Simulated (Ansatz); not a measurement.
**GeH2F (SMILES [F][GeH2]): levels of theory compared**

Aim: a comparison of 6 runs (U-r2SCAN/STO-3G, UHSE06/STO-3G, UPBE/STO-3G, RPA@PBE/STO-3G, UMP2/STO-3G, UCCSD(T)/STO-3G) of GeH2F. 

The results are computed with Ansatz 0.2.0.

61 further runs of the same task are left out: 18 that didn't finish, 43 set aside as unsound or not needed.

### Step 1. The system as given

GeH2F: 4 atoms, total charge 0, spin state doublet. SMILES: `[F][GeH2]`. The Ge2–F1 distance was set to 3.491 Å, away from the relaxed value. At this shape a bond of the SMILES string is far longer than usual.

Bond lengths: Ge2–H3 1.549 Å, Ge2–H4 1.549 Å. Angles: H3–Ge2–H4 113.3°.

### Step 2. The energy at U-r2SCAN/STO-3G (run 1)

The input, job.yaml:

```yaml
crystal:
  periodic: [false, false, false]
  atoms:
    - symbol: F
      position_ang: [-0.029303, -0.947607, 3.141134]
    - symbol: Ge
      position_ang: [0.305700, -0.223200, -0.257100]
    - symbol: H
      position_ang: [-1.078800, -0.527800, -0.882000]
    - symbol: H
      position_ang: [0.690400, 1.276000, -0.323100]
basis:
  gaussian: {orbitals: STO-3G}
total_charge: 0
magnetization: {spin_polarized: true, initial_magnetization: 1}
hamiltonian: {xc: {name: r2SCAN}}
accuracy: high
```

Run with:

```bash
$ ansatz run job.yaml --threads 1 --pin off --max-ram 2610MiB --events-out events.jsonl --progress --plain --runs-dir runs
```

Output:

```text
Warning: RAYON_NUM_THREADS=1 ignored (pool sized by the plan → 1); use --threads N
Functional definition: r2SCAN
  name "r2SCAN"
  parameter k0 = 0.174
  parameter k1 = 0.065
  parameter a1 = 4.9479
  exchange = r2scan_x(k0 = k0, k1 = k1, a1 = a1)
  correlation = r2scan_c
318 factors; integrals over basis functions are off by at most 2.6e-8 eV
mean field evaluation 1: about -58428.4015 eV, gradient 1.1e2 eV
mean field evaluation 2: about -58204.6032 eV, gradient 1.7e1 eV
mean field evaluation 4: about -58110.4428 eV, gradient 2.4e2 eV
mean field evaluation 8: about -58568.0377 eV, gradient 1.2e1 eV
mean field evaluation 16: about -58571.0653 eV, gradient 2.1e-2 eV
mean field evaluation 32: about -58467.8782 eV, gradient 8.8e1 eV
mean field evaluation 64: about -58514.9311 eV, gradient 4.6e1 eV
mean field evaluation 96: about -58570.8895 eV, gradient 3.4e-4 eV
mean field -58571.06871547 eV, -2152.4470743972 hartree, gradient 1.2e-8 eV, S^2 1.256689; 9 other end points of the search recorded, 0 dependent functions left out
reference -58571.06871615 eV, -2152.4470744222 hartree; 22, 21 occupied and 3, 4 virtual orbitals, 318 factors
Total energy: -58571.06871615 eV, -2152.4470744222 hartree
```

Run time: 71 s. Hardware: 1 thread of Arm Neoverse V1, shared host; peak memory 0.21 GiB.

### Step 3. The energy at UHSE06/STO-3G (run 2)

The input, in.yaml:

```yaml
basis:
  gaussian:
    orbitals: STO-3G
crystal:
  periodic: [false, false, false]
  atoms:
    - {symbol: F, position_ang: [-0.029303, -0.947607, 3.141134]}
    - {symbol: Ge, position_ang: [0.305700, -0.223200, -0.257100]}
    - {symbol: H, position_ang: [-1.078800, -0.527800, -0.882000]}
    - {symbol: H, position_ang: [0.690400, 1.276000, -0.323100]}
magnetization:
  spin_polarized: true
  initial_magnetization: 1
hamiltonian:
  xc: hse06
accuracy: high
```

Run with:

```bash
$ ansatz run in.yaml --threads 1 --pin off --max-ram 2610MiB --events-out events.jsonl --progress --plain --runs-dir runs
```

Output, cut to the lines that bear on the results:

```text
Warning: RAYON_NUM_THREADS=1 ignored (pool sized by the plan → 1); use --threads N
Functional definition: HSE06
  name "HSE06"
[...]
318 factors; integrals over basis functions are off by at most 2.6e-8 eV
55 factors; integrals over basis functions are off by at most 5.3e-10 eV
[...]
mean field -58561.79929643 eV, -2152.1064295307 hartree, gradient 7.0e-8 eV, S^2 1.167550; 8 other end points of the search recorded, 0 dependent functions left out
reference -58561.79929804 eV, -2152.1064295897 hartree; 22, 21 occupied and 3, 4 virtual orbitals, 318 factors
Total energy: -58561.79929804 eV, -2152.1064295897 hartree
```

It took 22 s on 1 thread of Arm Neoverse V1, shared host; peak memory 0.13 GiB.

### Step 4. A single-point energy at UPBE/STO-3G (run 3)

The input, in.yaml:

```yaml
crystal:
  periodic: [false, false, false]
  atoms:
    - symbol: F
      position_ang: [-0.029303, -0.947607, 3.141134]
    - symbol: Ge
      position_ang: [0.305700, -0.223200, -0.257100]
    - symbol: H
      position_ang: [-1.078800, -0.527800, -0.882000]
    - symbol: H
      position_ang: [0.690400, 1.276000, -0.323100]
basis:
  gaussian:
    orbitals: STO-3G
total_charge: 0
magnetization:
  spin_polarized: true
  initial_magnetization: 1
hamiltonian:
  xc: {name: PBE}
accuracy: high
```

Run with:

```bash
$ ansatz run in.yaml --threads 1 --pin off --max-ram 2610MiB --events-out events.jsonl --progress --plain --runs-dir runs
```

Output, cut to the lines that bear on the results:

```text
Warning: RAYON_NUM_THREADS=1 ignored (pool sized by the plan → 1); use --threads N
Functional definition: PBE
  name "PBE"
[...]
318 factors; integrals over basis functions are off by at most 2.6e-8 eV
[...]
mean field -58556.37394133 eV, -2151.9070514079 hartree, gradient 9.2e-8 eV, S^2 1.173937; 11 other end points of the search recorded, 0 dependent functions left out
reference -58556.37394293 eV, -2151.9070514669 hartree; 22, 21 occupied and 3, 4 virtual orbitals, 318 factors
Total energy: -58556.37394293 eV, -2151.9070514669 hartree
```

It took 19 s on 1 thread of Arm Neoverse V1, shared host; peak memory 0.12 GiB.

Runs 4 to 5 aren't shown in full; the table further down has their settings and results.

### Step 5. A single-point energy at UCCSD(T)/STO-3G (run 6)

The input, molecule.yaml:

```yaml
crystal:
  periodic: [false, false, false]
  atoms:
    - symbol: F
      position_ang: [-0.029303, -0.947607, 3.141134]
    - symbol: Ge
      position_ang: [0.305700, -0.223200, -0.257100]
    - symbol: H
      position_ang: [-1.078800, -0.527800, -0.882000]
    - symbol: H
      position_ang: [0.690400, 1.276000, -0.323100]
basis:
  gaussian:
    orbitals: STO-3G
magnetization:
  spin_polarized: true
  initial_magnetization: 1
scf:
  omitted_lower_state_checks: [cluster_reference, increment]
correlation:
  method: ccsd_t
  frozen_orbitals: {F: 1, Ge: 9, H: 0}
accuracy: high
```

Run with:

```bash
$ ansatz run molecule.yaml --threads 1 --pin off --max-ram 2610MiB --events-out events.jsonl --progress --plain --runs-dir runs
```

Output:

```text
Warning: RAYON_NUM_THREADS=1 ignored (pool sized by the plan → 1); use --threads N
[... 16 lines left out ...]
10 core orbitals not correlated: weight in the atoms' cores, before any rotation towards them, 1.000 or more for the frozen orbitals, at most 0.000 for the correlated occupied ones
[... 149 lines left out ...]
Total energy: -58527.57813230 eV, -2150.8488249448 hartree
Checks for a lower state left out: cluster_reference, increment
```

Run time: 2.4 s. Hardware: 1 thread of Arm Neoverse V1, shared host.

### Step 6. The series

```tsv
run	level	frozen core orbitals	energy (Eh)	⟨S²⟩	wall time
1	U-r2SCAN/STO-3G	–	-2152.447074	1.257	71 s
2	UHSE06/STO-3G	–	-2152.106430	1.168	22 s
3	UPBE/STO-3G	–	-2151.907051	1.174	19 s
4	RPA@PBE/STO-3G	10	-2150.880648	1.174	23 s
5	UMP2/STO-3G	10	-2150.830429	1.243	1.6 s
6	UCCSD(T)/STO-3G	10	-2150.848825	1.243	2.4 s
```

### Step 7. What came out

| quantity | value |
| --- | --- |
| run 6: total energy | -2150.84882 Eh |
| run 6: correlation energy (10 core orbitals frozen) | -44.4 mEh |
| run 6: (T) correction | -0.25 mEh |
| run 6: ⟨S²⟩ of the reference determinant | 1.243 |
| run 6: T1 diagnostic | 0.068 |

In words: Totals of different functionals can't be ranked against each other. In runs 1, 2, 3, 4, 5, 6 the basis is minimal, so the values are rough. Spin contamination of the reference: run 1 ⟨S²⟩ = 1.26, run 5 ⟨S²⟩ = 1.24, run 6 ⟨S²⟩ = 1.24, run 3 ⟨S²⟩ = 1.17, run 4 ⟨S²⟩ = 1.17, run 2 ⟨S²⟩ = 1.17. All runs together took 2.3 min, the longest 71 s.
